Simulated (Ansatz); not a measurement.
K2NaSbF6, space group Fm-3m, a single point

Computed with Ansatz's Python interface.

`k2nasbf6.cif`
```cif
data_K2NaSbF6
_cell_length_a 6.329221
_cell_length_b 6.329221
_cell_length_c 6.329221
_cell_angle_alpha 60.00000
_cell_angle_beta 60.00000
_cell_angle_gamma 60.00000
_symmetry_space_group_name_H-M 'P 1'
_symmetry_Int_Tables_number 1
loop_
_symmetry_equiv_pos_as_xyz
'x, y, z'
loop_
_atom_site_label
_atom_site_type_symbol
_atom_site_fract_x
_atom_site_fract_y
_atom_site_fract_z
K1 K    0.750000    0.750000    0.750000
K2 K    0.250000    0.250000    0.250000
Na3 Na    0.500000    0.500000    0.500000
Sb4 Sb    0.000000    0.000000    0.000000
F5 F    0.754522    0.245478    0.245478
F6 F    0.245478    0.245478    0.754522
F7 F    0.245478    0.754522    0.754522
F8 F    0.245478    0.754522    0.245478
F9 F    0.754522    0.245478    0.754522
F10 F    0.754522    0.754522    0.245478
```

Run as a notebook:

In [1]:
```python
from collections import Counter
from pathlib import Path

import ansatz as az
from ase.io import read
from pymatgen.core import Structure
```

In [2]:
```python
SETTINGS = {
    'functional': 'r2SCAN',
    'k_spacing': 0.44,
    'occupations': 'cold',
}

atoms = read('k2nasbf6.cif')
crystal = az.Crystal.from_ase(atoms)
```

In [3]:
```python
# functional, basis and sampling
job = crystal.calculation()
job = job.functional(SETTINGS['functional']).kpoints(spacing=SETTINGS['k_spacing'])
job = job.occupations(SETTINGS['occupations'])
job = job.populations().band_table()
planned = job.session().plan(threads=1)
facts = planned.describe()
print('plan:', facts['n_bands'], 'bands,', len(facts['kpoints_frac']), 'k-points, plane waves', facts['n_pw_range'], 'grid', facts['fft_dense'])
outcome = planned.execute()
r = outcome.report
```
```text
DeckWarning: basis.ecutwfc = 500 eV, auto-derived from the records' recommended cutoffs: set by K (their level for a meta-GGA)
plan: 52 bands, 4 k-points, plane waves [4528, 4576] grid [48, 48, 48]
```

In [4]:
```python
outcome.lattice.cell_ang
```
Out [4]:
```text
array([[6.329221  , 0.        , 0.        ],
       [3.1646105 , 5.48126617, 0.        ],
       [3.1646105 , 1.82708872, 5.16778731]])
```

In [5]:
```python
[(site.symbol, site.position_frac.round(4).tolist()) for site in outcome.lattice.sites]
```
Out [5]:
```text
[(<Element.K: 'K'>, [0.75, 0.75, 0.75]), (<Element.K: 'K'>, [0.25, 0.25, 0.25]),
 (<Element.NA: 'Na'>, [0.5, 0.5, 0.5]), (<Element.SB: 'Sb'>, [0.0, 0.0, 0.0]),
 (<Element.F: 'F'>, [0.7545, 0.2455, 0.2455]), (<Element.F: 'F'>, [0.2455, 0.2455, 0.7545]),
 (<Element.F: 'F'>, [0.2455, 0.7545, 0.7545]), (<Element.F: 'F'>, [0.2455, 0.7545, 0.2455]),
 (<Element.F: 'F'>, [0.7545, 0.2455, 0.7545]), (<Element.F: 'F'>, [0.7545, 0.7545, 0.2455])]
```

In [6]:
```python
for key in ('converged', 'n_iterations', 'n_electrons', 'n_kpoints', 'n_pw', 'n_symmetry_ops', 'free_energy_ev', 'fermi_energy_ev'):
    print(f'{key:18s} {r[key]}')
```
```text
converged          True
n_iterations       7
n_electrons        84.0
n_kpoints          4
n_pw               4573
n_symmetry_ops     48
free_energy_ev     -15941.271725777011
fermi_energy_ev    5.611217639049476
```

In [7]:
```python
files = Path(outcome.write_results('tables'))
print((files / 'populations.tsv').read_text())
```
```text
# site	symbol	l	j	q
# orbitals = lowdin
# n_electrons = 84.000000
# spilling = 0.003499
0	K	0_3S	-	1.989001
0	K	0_4S	-	0.192707
0	K	1_3P	-	5.986436
1	K	0_3S	-	1.989001
1	K	0_4S	-	0.192707
1	K	1_3P	-	5.986436
2	Na	0_2S	-	1.988458
2	Na	0_3S	-	0.214329
2	Na	1_2P	-	5.997641
3	Sb	0_5S	-	1.895798
3	Sb	1_5P	-	1.348388
3	Sb	2_4D	-	9.999159
4	F	0_2S	-	1.928522
4	F	1_2P	-	5.725813
5	F	0_2S	-	1.928522
5	F	1_2P	-	5.725813
6	F	0_2S	-	1.928522
6	F	1_2P	-	5.725813
7	F	0_2S	-	1.928522
7	F	1_2P	-	5.725813
8	F	0_2S	-	1.928522
8	F	1_2P	-	5.725813
9	F	0_2S	-	1.928522
9	F	1_2P	-	5.725813
```

In [8]:
```python
final = Structure(outcome.lattice.cell_ang, [s.symbol for s in outcome.lattice.sites], [s.position_frac for s in outcome.lattice.sites])
# shortest distances, periodic images included
for index, site in enumerate(final):
    near = final.get_neighbors(site, 4.5)
    edge = 1.15 * min(n.nn_distance for n in near)
    shell = Counter((round(n.nn_distance, 2), n.specie.symbol) for n in near if n.nn_distance < edge)
    print(f'{index:2d} {site.specie.symbol:2s}', ', '.join(f'{count} {symbol} at {d:.2f}' for (d, symbol), count in sorted(shell.items())))
```
```text
 0 K  12 F at 3.16
 1 K  12 F at 3.16
 2 Na 6 F at 2.28
 3 Sb 6 F at 2.20
 4 F  1 Sb at 2.20, 1 Na at 2.28
 5 F  1 Sb at 2.20, 1 Na at 2.28
 6 F  1 Sb at 2.20, 1 Na at 2.28
 7 F  1 Sb at 2.20, 1 Na at 2.28
 8 F  1 Sb at 2.20, 1 Na at 2.28
 9 F  1 Sb at 2.20, 1 Na at 2.28
```

In [9]:
```python
print('band  energy (eV)  occupation (first spin channel), at k =', r['kpoints_frac'][0])
for band, (e, occ) in enumerate(zip(r['eigenvalues_ev'][0], r['occupations'][0]), start=1):
    print(f'{band:4d} {e:12.4f} {occ:9.4f}')
```
```text
band  energy (eV)  occupation (first spin channel), at k = [0.0, 0.0, 0.0]
   1     -48.1010    2.0000
   2     -27.0454    2.0000
   3     -27.0361    2.0000
   4     -26.2218    2.0000
   5     -26.2218    2.0000
   6     -26.1604    2.0000
   7     -26.1604    2.0000
   8     -26.1604    2.0000
   9     -20.4071    2.0000
  10     -20.1857    2.0000
  11     -20.1857    2.0000
  12     -20.1857    2.0000
  13     -19.8757    2.0000
  14     -19.8757    2.0000
  15     -18.4575    2.0000
  16     -18.4575    2.0000
  17     -18.4575    2.0000
  18      -9.7828    2.0000
  19      -9.7828    2.0000
  20      -9.7828    2.0000
  21      -9.7341    2.0000
  22      -9.7341    2.0000
  23      -9.7341    2.0000
  24      -5.6501    2.0000
  25      -2.0412    2.0000
  26      -2.0412    2.0000
  27      -2.0412    2.0000
  28      -0.8341    2.0000
  29      -0.8341    2.0000
  30      -0.8341    2.0000
  31      -0.4647    2.0000
  32      -0.4647    2.0000
  33      -0.1214    2.0000
  34      -0.1214    2.0000
  35      -0.1214    2.0000
  36      -0.0670    2.0000
  37      -0.0670    2.0000
  38      -0.0670    2.0000
  39       0.2664    2.0000
  40       0.2664    2.0000
  41       0.2664    2.0000
  42       2.6425    2.0000
  43       8.2585    0.0000
  44       8.2585    0.0000
  45       8.2585    0.0000
  46       8.4679    0.0000
  47      10.5558    0.0000
  48      10.5558    0.0000
  49      12.4231    0.0000
  50      12.4231    0.0000
  51      12.4231    0.0000
  52      12.5875    0.0000
```

Reading the output:
- Total energies depend on the potentials; only differences at equal settings carry meaning. A total without «per atom» is that of the cell as typed.
- The zero of the levels is a convention of the potentials, so an absolute Fermi energy is no work function.
- In a crystal with a gap the Fermi level's place inside it depends on smearing and mesh.
- The structure comes from a database of computed cells and needn't be a stable or known phase.
- Gaps and levels are Kohn-Sham values on a finite set of k-points, without spin-orbit coupling.
- Warnings are shown shortened and without file and line.
- Wall time of the script: 15 s on 1 thread of Arm Neoverse N1, on a shared host, peak memory 0.87 GiB.
